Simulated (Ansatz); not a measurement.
# LiW16: the cost of one run

All numbers below are computed with Ansatz 0.2.0 (DFT PBE+D3(BJ), plane waves, PAW, scalar-relativistic, no spin polarisation).

## (1) The structure to begin with

The cell holds 17 atoms (LiW16): a = 6.320 Å, b = 6.320 Å, c = 6.320 Å, α = 90.00°, β = 90.00°, γ = 90.00°.

The coordinates stand in the first input below.

## (2) Preparing the start

File input.yaml:

```yaml
crystal:
  lattice:
    - [6.32, 0.0, 0.0]
    - [0.0, 6.32, 0.0]
    - [0.0, 0.0, 6.32]
  atoms:
    - { symbol: W, position: [0.0, 0.0, 0.0] }
    - { symbol: W, position: [0.5, 0.0, 0.0] }
    - { symbol: W, position: [0.0, 0.5, 0.0] }
    - { symbol: W, position: [0.0, 0.0, 0.5] }
    - { symbol: W, position: [0.25, 0.25, 0.25] }
    - { symbol: W, position: [0.5, 0.5, 0.0] }
    - { symbol: W, position: [0.5, 0.0, 0.5] }
    - { symbol: W, position: [0.75, 0.25, 0.25] }
    - { symbol: W, position: [0.0, 0.5, 0.5] }
    - { symbol: W, position: [0.25, 0.75, 0.25] }
    - { symbol: W, position: [0.25, 0.25, 0.75] }
    - { symbol: W, position: [0.5, 0.5, 0.5] }
    - { symbol: W, position: [0.75, 0.75, 0.25] }
    - { symbol: W, position: [0.75, 0.25, 0.75] }
    - { symbol: W, position: [0.25, 0.75, 0.75] }
    - { symbol: W, position: [0.75, 0.75, 0.75] }
    - { symbol: Li, position: [0.7536895, 0.5016452, 0.1283257] }
basis:
  ecutwfc: 420.0
kpoints:
  mp_grid: { grid: [2, 2, 2] }
hamiltonian:
  xc: pbe
  dispersion: d3bj
  pseudopotentials: { kind: paw, azcp: { folder: soft_1 } }
scf:
  occupations: { method: fermi_dirac, width: 0.1 }
  lower_state_search: "off"
relax:
  f_tol: 0.08
  max_steps: 25
  adjacent_minimum: "off"
output:
  write_density: true
  write_potential: true
  elf: true
  volumetric_format: npy
```

Command:

```
$ ansatz run input.yaml --threads 2 --pin off --max-ram 5120MiB --backend cpu --events-out ev --progress --plain --runs-dir out
```

**Question.** How long does this run take on 2 threads of Arm Neoverse V2, shared host, and how much memory does it need?

About 58 s, with a peak of 0.75 GiB.
